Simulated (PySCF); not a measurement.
# GaBr (GaBr): NMR shifts and electronic excitations in gas and solvents, part 2 of 2

PySCF 2.14.0. Atoms count from 0. The steps go on from the part before.

## (8) Nuclear shieldings: wB97X-D/pcSseg-2 in chloroform

What the job is given:

```
{"job": {"kind": "nmr", "xc": "wB97X-D", "basis": "pcSseg-2", "pop": false, "solvent": "chloroform"}, "charge": 0, "multiplicity": 1}
Ga     1.195697    -0.028686     0.001786
Br    -1.178207    -0.000134    -0.013916
```

Level: GIAO wB97X-D/pcSseg-2 NMR shielding, non-relativistic, IEF-PCM chloroform.

Standard output:

```text
coarse grid: 14752 points
cycle   1  E = -4499.2218719607  dE = -1.889e+00  |g| = 1.301e+00  |ddm| = 1.301e+00
cycle   2  E = -4499.2142617585  dE =  7.610e-03  |g| = 1.204e+00  |ddm| = 7.756e-01
cycle   3  E = -4499.2902066534  dE = -7.594e-02  |g| = 2.538e-01  |ddm| = 3.580e-01
cycle   4  E = -4499.2936029969  dE = -3.396e-03  |g| = 3.346e-02  |ddm| = 6.397e-02
cycle   5  E = -4499.2936591094  dE = -5.611e-05  |g| = 5.652e-03  |ddm| = 1.357e-02
cycle   6  E = -4499.2936668337  dE = -7.724e-06  |g| = 2.057e-03  |ddm| = 7.643e-03
final grid: 26368 points
cycle   7  E = -4499.2938911264  dE = -1.995e-06  |g| = 2.575e-03  |ddm| = 4.922e-03
cycle   8  E = -4499.2938914737  dE = -3.473e-07  |g| = 2.552e-03  |ddm| = 2.358e-03
cycle   9  E = -4499.2938918262  dE = -3.525e-07  |g| = 1.553e-04  |ddm| = 8.346e-04
cycle  10  E = -4499.2938918597  dE = -3.355e-08  |g| = 8.798e-05  |ddm| = 6.959e-04
cycle  11  E = -4499.2938918639  dE = -4.161e-09  |g| = 3.715e-05  |ddm| = 2.647e-04
cycle  12  E = -4499.2938918641  dE = -1.592e-10  |g| = 6.985e-06  |ddm| = 3.390e-05
converged SCF energy = -4499.2938918641

GIAO shielding tensors (ppm)
atom      isotropic    diamagn.    paramagn.     s11        s22        s33       span
  0 Ga    1682.942    2636.118    -953.176   1202.707   1202.713   2643.408   1440.701
  1 Br    1871.471    3126.266   -1254.795   1241.791   1241.807   3130.815   1889.024
```

It took 7 s on 1 thread of Arm Neoverse V2, shared host; peak memory 0.56 GiB.

Key values: δ Ga0 11, Br1 749 ppm.

## (9) TDDFT and polarisability: PBE0/aug-cc-pVTZ

What the job is given:

```
{"job": {"kind": "uv", "xc": "PBE0", "basis": "aug-cc-pVTZ", "ip": false, "dynamic": true}, "charge": 0, "multiplicity": 1}
Ga     1.195697    -0.028686     0.001786
Br    -1.178207    -0.000134    -0.013916
```

Level: TDDFT PBE0/aug-cc-pVTZ, vertical, gas phase, core orbitals frozen in the response.

Standard output:

```text
coarse grid: 14752 points
cycle   1  E = -4498.5708608122  dE = -1.517e+00  |g| = 3.979e-01  |ddm| = 4.169e+00
cycle   2  E = -4498.5338711913  dE =  3.699e-02  |g| = 5.233e-01  |ddm| = 4.130e+00
cycle   3  E = -4498.6067552028  dE = -7.288e-02  |g| = 9.394e-02  |ddm| = 2.734e+00
cycle   4  E = -4498.6081169070  dE = -1.362e-03  |g| = 1.237e-02  |ddm| = 1.787e-01
cycle   5  E = -4498.6081557557  dE = -3.885e-05  |g| = 3.390e-03  |ddm| = 4.380e-02
cycle   6  E = -4498.6081594952  dE = -3.739e-06  |g| = 2.440e-04  |ddm| = 1.168e-02
final grid: 26368 points
cycle   7  E = -4498.6081368146  dE = -1.916e-08  |g| = 1.684e-04  |ddm| = 2.275e-03
cycle   8  E = -4498.6081368156  dE = -1.013e-09  |g| = 1.815e-04  |ddm| = 1.346e-03
cycle   9  E = -4498.6081368247  dE = -9.084e-09  |g| = 2.773e-05  |ddm| = 5.145e-04
cycle  10  E = -4498.6081368248  dE = -1.201e-10  |g| = 5.045e-06  |ddm| = 8.192e-05
converged SCF energy = -4498.6081368248

Static polarisability (au): isotropic 58.304, principal 47.910 47.910 79.092

Singlet excitations
state   eV       nm        f      main configurations
  1   4.4965    275.7   0.07156   H->L 0.95
  2   4.4965    275.7   0.07156   H->L+1 0.95
  3   5.0821    244.0   0.00000   H-1->L 0.42, H-2->L+1 0.42
  4   5.1310    241.6   0.00000   H-2->L 0.41, H-1->L+1 0.41, H-2->L+1 0.09
  5   5.1310    241.6   0.00000   H-2->L+1 0.41, H-1->L 0.41, H-1->L+1 0.09
  6   5.6531    219.3   0.00260   H-2->L 0.34, H-1->L+1 0.34, H->L+2 0.16
  7   6.5448    189.4   0.19947   H->L+3 0.71, H->L+2 0.25
  8   6.6933    185.2   0.56091   H->L+2 0.55, H->L+3 0.27
  9   7.0243    176.5   0.04025   H-1->L+2 0.86, H-1->L+3 0.10
 10   7.0243    176.5   0.04025   H-2->L+2 0.86, H-2->L+3 0.10

Triplet excitations (Tamm-Dancoff, eV): 3.2617 3.2617 4.7519 4.8925
```

Wall time 6.3 s (1 thread of Arm Neoverse V2, shared host); peak memory 0.47 GiB.

Frontier orbitals and where they lie:

| orbital | eV | atoms |
| --- | --- | --- |
| HOMO−3 | -11.27 | Br1 53 %, Ga0 47 % |
| HOMO−2 | -8.27 | Br1 85 %, Ga0 15 % |
| HOMO−1 | -8.27 | Br1 85 %, Ga0 15 % |
| HOMO | -7.34 | Ga0 62 %, Br1 38 % |
| LUMO | -1.84 | Ga0 86 %, Br1 14 % |
| LUMO+1 | -1.84 | Ga0 86 %, Br1 14 % |
| LUMO+2 | -0.11 | Ga0 84 %, Br1 16 % |

With each of the 10 states as a Gaussian band of 0.4 eV half-width at 1/e, the curve within the window shown has maxima at 275 nm (ε 5,800), 185 nm (ε 31,000) L/(mol cm). Beyond the last state computed it falls off for lack of states. The curve at chosen wavelengths:

| nm | ε (L/mol/cm) |
| --- | --- |
| 169 | 3924 |
| 175 | 13816 |
| 181 | 27200 |
| 187 | 30937 |
| 193 | 21577 |
| 199 | 9933 |
| 205 | 3264 |
| 210 | 1085 |
| 216 | 304 |
| 222 | 138 |
| 228 | 107 |
| 234 | 158 |
| 240 | 393 |
| 246 | 960 |
| 252 | 1947 |
| 258 | 3254 |
| 264 | 4570 |
| 270 | 5504 |
| 276 | 5792 |
| 281 | 5517 |
| 287 | 4725 |
| 293 | 3687 |
| 299 | 2651 |
| 305 | 1775 |
| 311 | 1116 |
| 317 | 664 |

Further results of this job:

| property | computed | measured |
| --- | --- | --- |
| dipole moment (D) | 2.49 | 2.45 |
| polarisability (Å³) | 8.64 | – |
| HOMO–LUMO gap (eV) | 5.50 | – |
| −ε(HOMO) (eV) | 7.34 | – |
| C6 with itself (au) | 887 | – |

Measured: gas; Liu, Meijer, Perez-Rios, Phys. Chem. Chem. Phys. 22 (2020) 24191.

## (10) TDDFT and polarisability: CAM-B3LYP/aug-cc-pVTZ

What the job is given:

```
{"job": {"kind": "uv", "xc": "CAM-B3LYP", "basis": "aug-cc-pVTZ", "ip": false, "dynamic": false}, "charge": 0, "multiplicity": 1}
Ga     1.195697    -0.028686     0.001786
Br    -1.178207    -0.000134    -0.013916
```

With the program's defaults for keys left out, this is: TDDFT CAM-B3LYP/aug-cc-pVTZ, vertical, gas phase, core orbitals frozen in the response.

Standard output:

```text
coarse grid: 14752 points
cycle   1  E = -4499.3615451447  dE = -1.551e+00  |g| = 4.155e-01  |ddm| = 4.318e+00
cycle   2  E = -4499.3669112544  dE = -5.366e-03  |g| = 4.158e-01  |ddm| = 4.070e+00
cycle   3  E = -4499.4035778649  dE = -3.667e-02  |g| = 5.503e-02  |ddm| = 2.319e+00
cycle   4  E = -4499.4038216802  dE = -2.438e-04  |g| = 6.828e-03  |ddm| = 6.933e-02
cycle   5  E = -4499.4038363460  dE = -1.467e-05  |g| = 3.313e-03  |ddm| = 3.747e-02
cycle   6  E = -4499.4038396345  dE = -3.289e-06  |g| = 3.514e-04  |ddm| = 1.211e-02
final grid: 26368 points
cycle   7  E = -4499.4038139387  dE = -1.131e-07  |g| = 2.130e-04  |ddm| = 4.025e-03
cycle   8  E = -4499.4038139533  dE = -1.465e-08  |g| = 1.829e-04  |ddm| = 1.781e-03
cycle   9  E = -4499.4038139583  dE = -4.945e-09  |g| = 2.483e-05  |ddm| = 9.758e-04
cycle  10  E = -4499.4038139592  dE = -9.331e-10  |g| = 1.138e-05  |ddm| = 2.763e-04
converged SCF energy = -4499.4038139592

Static polarisability (au): isotropic 57.290, principal 47.109 47.109 77.653

Singlet excitations
state   eV       nm        f      main configurations
  1   4.5188    274.4   0.06876   H->L+1 0.96
  2   4.5188    274.4   0.06876   H->L 0.96
  3   5.2800    234.8   0.00000   H-1->L+1 0.41, H-2->L 0.41
  4   5.3494    231.8   0.00000   H-2->L+1 0.48, H-1->L 0.48
  5   5.3494    231.8   0.00000   H-2->L 0.48, H-1->L+1 0.48
  6   5.8579    211.7   0.00000   H-2->L+1 0.32, H-1->L 0.32, H->L+3 0.12
  7   6.6844    185.5   0.13790   H->L+2 0.85
  8   6.8085    182.1   0.67760   H->L+3 0.77
  9   7.1377    173.7   0.05770   H-1->L+3 0.85, H-1->L+7 0.09
 10   7.1377    173.7   0.05770   H-2->L+3 0.85, H-2->L+7 0.09

Triplet excitations (Tamm-Dancoff, eV): 3.3607 3.3607 5.0045 5.1259
```

It took 6 s on 1 thread of Arm Neoverse V2, shared host; peak memory 0.48 GiB.

This run: HOMO -8.57 eV, LUMO -0.98 eV; lowest singlet 4.52 eV.

## (11) Excited states and response: wB97X-D/aug-cc-pVTZ

What the job is given:

```
{"job": {"kind": "uv", "xc": "wB97X-D", "basis": "aug-cc-pVTZ", "ip": true, "dynamic": false}, "charge": 0, "multiplicity": 1}
Ga     1.195697    -0.028686     0.001786
Br    -1.178207    -0.000134    -0.013916
```

Level: TDDFT wB97X-D/aug-cc-pVTZ, vertical, gas phase, core orbitals frozen in the response.

Standard output:

```text
coarse grid: 14752 points
cycle   1  E = -4499.2372504565  dE = -1.571e+00  |g| = 3.896e-01  |ddm| = 4.209e+00
cycle   2  E = -4499.2546462657  dE = -1.740e-02  |g| = 3.556e-01  |ddm| = 3.569e+00
cycle   3  E = -4499.2794744557  dE = -2.483e-02  |g| = 3.998e-02  |ddm| = 1.902e+00
cycle   4  E = -4499.2796134384  dE = -1.390e-04  |g| = 5.317e-03  |ddm| = 8.252e-02
cycle   5  E = -4499.2796303950  dE = -1.696e-05  |g| = 2.207e-03  |ddm| = 3.476e-02
cycle   6  E = -4499.2796322064  dE = -1.811e-06  |g| = 6.478e-04  |ddm| = 1.155e-02
final grid: 26368 points
cycle   7  E = -4499.2797945393  dE = -3.405e-07  |g| = 7.481e-04  |ddm| = 1.565e-02
cycle   8  E = -4499.2797945971  dE = -5.779e-08  |g| = 5.704e-04  |ddm| = 3.928e-03
cycle   9  E = -4499.2797946350  dE = -3.797e-08  |g| = 4.560e-05  |ddm| = 2.087e-03
cycle  10  E = -4499.2797946386  dE = -3.536e-09  |g| = 1.510e-05  |ddm| = 5.676e-04
cycle  11  E = -4499.2797946387  dE = -1.346e-10  |g| = 4.542e-06  |ddm| = 1.304e-04
converged SCF energy = -4499.2797946387

Static polarisability (au): isotropic 57.660, principal 47.541 47.541 77.898

Singlet excitations
state   eV       nm        f      main configurations
  1   4.5331    273.5   0.06976   H->L 0.56, H->L+1 0.41
  2   4.5331    273.5   0.06977   H->L+1 0.56, H->L 0.41
  3   5.3009    233.9   0.00000   H-1->L 0.48, H-2->L+1 0.48
  4   5.3528    231.6   0.00000   H-2->L+1 0.47, H-1->L 0.47
  5   5.3530    231.6   0.00000   H-1->L+1 0.47, H-2->L 0.47
  6   5.8735    211.1   0.00023   H-2->L 0.38, H-1->L+1 0.38, H->L+3 0.12
  7   6.7055    184.9   0.32797   H->L+2 0.85
  8   6.8856    180.1   0.50538   H->L+3 0.79
  9   7.2184    171.8   0.07322   H-2->L+3 0.48, H-1->L+3 0.32
 10   7.2184    171.8   0.07322   H-1->L+3 0.48, H-2->L+3 0.32

Triplet excitations (Tamm-Dancoff, eV): 3.6090 3.6090 5.0801 5.1832
Vertical ionisation energy (delta-SCF) = 9.7098 eV
Vertical electron affinity (delta-SCF) = 0.1540 eV
```

Wall time 22 s (1 thread of Arm Neoverse V2, shared host); peak memory 0.48 GiB.

Key values: HOMO -9.10 eV, LUMO -0.30 eV; lowest singlet 4.53 eV.

## (12) Run by run: NMR shifts

Shifts (ppm), with basis size and wall time:

| run | Ga0 | Br1 | functions | time |
| --- | --- | --- | --- | --- |
| PBE0/pcSseg-2 | 99 | 891 | 126 | 6.8 s |
| KT3/pcSseg-2 | 84 | 863 | 126 | 6.3 s |
| wB97X-D/pcSseg-2 | 123 | 901 | 126 | 6.7 s |
| B97-2/pcSseg-2 | 92 | 872 | 126 | 4.8 s |
| WP04/pcSseg-2 in chloroform | -63 | 588 | 126 | 4.7 s |
| wB97X-D/pcSseg-2 in chloroform | 11 | 749 | 126 | 7 s |

## (13) Comparing the runs: electronic excitations

Excitations and ground-state properties, with basis size and wall time:

| run | lowest singlet (eV) | brightest (eV) | f | gap (eV) | α (Å³) | μ (D) | functions | time |
| --- | --- | --- | --- | --- | --- | --- | --- | --- |
| PBE0/aug-cc-pVTZ | 4.50 | 6.69 | 0.561 | 5.50 | 8.64 | 2.49 | 118 | 6.3 s |
| CAM-B3LYP/aug-cc-pVTZ | 4.52 | 6.81 | 0.678 | 7.59 | 8.49 | 2.65 | 118 | 6 s |
| wB97X-D/aug-cc-pVTZ | 4.53 | 6.89 | 0.505 | 8.79 | 8.54 | 2.57 | 118 | 22 s |

Measured dipole: 2.45 D (gas; Liu, Meijer, Perez-Rios, Phys. Chem. Chem. Phys. 22 (2020) 24191).

## (14) Outcome

The summary covers parts 1 to 2.

| quantity | value |
| --- | --- |
| point group | Cinfv |
| rotational constants (main isotopes) | 2.44, 2.44 GHz |
| ⁷¹Ga shifts against GaH4- (PBE0/pcSseg-2) | 99 ppm |
| ⁷⁹Br shifts against HBr (PBE0/pcSseg-2) | 891 ppm |
| lowest singlet (PBE0/aug-cc-pVTZ) | 4.50 eV (276 nm), f = 0.072 |
| brightest single state of those computed | state 8, 6.69 eV, f = 0.561 |
| lowest triplet | 3.26 eV |
| range of the shift of Br1 (wB97X-D/pcSseg-2 runs) | 749 to 901 ppm |
| range of the lowest singlet | 4.50 to 4.53 eV |

The optimisation took 3 steps and gained 0.013 eV; among the close pairs (by a distance rule), Ga0–Br1 changed most, from 2.428 to 2.374 Å. At PBE0/pcSseg-2: The widest tensor belongs to Br1: span 2140 ppm, with a paramagnetic part of -1421 ppm. The first singlet state (HOMO→LUMO 0.95) lies at 4.50 eV and is bright; of the 10 states computed, the strongest absorption comes from state 8 at 6.69 eV. The lowest triplet lies 1.23 eV below the lowest singlet (triplets in Tamm-Dancoff, singlets in full TDDFT). The dipole moment, 2.49 D, compares with 2.45 D measured. At one level, wB97X-D/pcSseg-2: Across the 2 runs the shift of Br1 moves most, between 749 (wB97X-D/pcSseg-2 in chloroform) and 901 ppm (wB97X-D/pcSseg-2). The lowest singlet runs from 4.50 eV (PBE0/aug-cc-pVTZ) to 4.53 eV (wB97X-D/aug-cc-pVTZ), while the orbital gap spans 5.50 to 8.79 eV: the excitation energy moves far less from run to run than the orbital gap does. The lowest state need not be the same one in every run. For the measured dipole, PBE0/aug-cc-pVTZ misses least (0.04 D, 6.3 s) and CAM-B3LYP/aug-cc-pVTZ most (0.20 D, 6 s). Spin-orbit coupling is left out, which matters for shieldings and couplings at and beside the heavy atoms. One molecule ranks no method: errors cancel, and vibration and temperature are missing from all runs.
